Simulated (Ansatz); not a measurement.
**CH2F3OSn radical: basis-set convergence**

One table from this session's results is given with a row withheld; the runs are named, their logs left out.

The runs use Ansatz 0.2.0, Gaussian basis; one geometry, several basis sets.

Levels to be run: PBE0-D4/def2-SVP; ωB97M-V/def2-SVP; PBE0-D4/def2-QZVPP; ωB97M-V/def2-QZVPP; the functionals' def2-TZVPP values are taken from earlier runs.

## Structure used throughout

The geometry comes from an earlier relaxation with PBE0-D4 in a triple-zeta def2 set; it is a stationary point, not always the lowest conformer. Sn takes the def2 core potential; no spin-orbit term is included.

SMILES `FC(F)(F)[O][SnH2]`, 8 atoms, charge 0, spin multiplicity 2.

Atoms are counted from 1 here; the program's logs count them from 0.

Bond lengths: F1–C2 1.333 Å, C2–F3 1.347 Å, C2–F4 1.360 Å, C2–O5 1.311 Å, O5–Sn6 2.020 Å, Sn6–H7 1.719 Å, Sn6–H8 1.722 Å. Angles: F1–C2–F3 107.0°, F1–C2–F4 106.9°, F1–C2–O5 111.4°, F3–C2–F4 105.7°, F3–C2–O5 112.8°, F4–C2–O5 112.6°, C2–O5–Sn6 122.7°, O5–Sn6–H7 98.2°, O5–Sn6–H8 104.5°, H7–Sn6–H8 114.5°.

The first run:

in.yaml reads:

```yaml
crystal:
  periodic: [false, false, false]
  atoms:
    - {symbol: F, position_ang: [2.006324, -0.204693, -1.384552]}
    - {symbol: C, position_ang: [0.823498, -0.396571, -0.799718]}
    - {symbol: F, position_ang: [-0.070155, -0.624263, -1.781519]}
    - {symbol: F, position_ang: [0.910423, -1.561979, -0.104379]}
    - {symbol: O, position_ang: [0.495473, 0.619500, -0.039554]}
    - {symbol: Sn, position_ang: [-0.806552, 0.458108, 1.496240]}
    - {symbol: H, position_ang: [-1.159823, 2.128751, 1.695735]}
    - {symbol: H, position_ang: [-2.106988, -0.476053, 0.861947]}
basis:
  gaussian: {orbitals: def2-SVP}
magnetization: {spin_polarized: true, initial_magnetization: 1}
hamiltonian: {xc: pbe0, dispersion: d4}
output: {orbitals: {seedname: orbitals}}
```

Among the steps run: PBE0-D4 in def2-SVP; ωB97M-V in def2-SVP; PBE0-D4 in def2-QZVPP; ωB97M-V in def2-QZVPP.

One table of the session follows, with a row left open; its other results are not shown here.

It belongs to the step «Density functionals: the series». 

```
functional       basis  HOMO (eV)  LUMO (eV)
   PBE0-D4    def2-SVP          ?          ?
   PBE0-D4  def2-TZVPP      -7.04      -3.95
   PBE0-D4  def2-QZVPP      -7.06      -3.96
   ωB97M-V    def2-SVP      -9.01      -2.12
   ωB97M-V  def2-TZVPP      -9.09      -2.22
   ωB97M-V  def2-QZVPP      -9.11      -2.25
```

Estimate the missing values for PBE0-D4, def2-SVP.

**Answer.** HOMO (eV): -6.99; LUMO (eV): -3.92. In the column «HOMO (eV)» it is the highest.
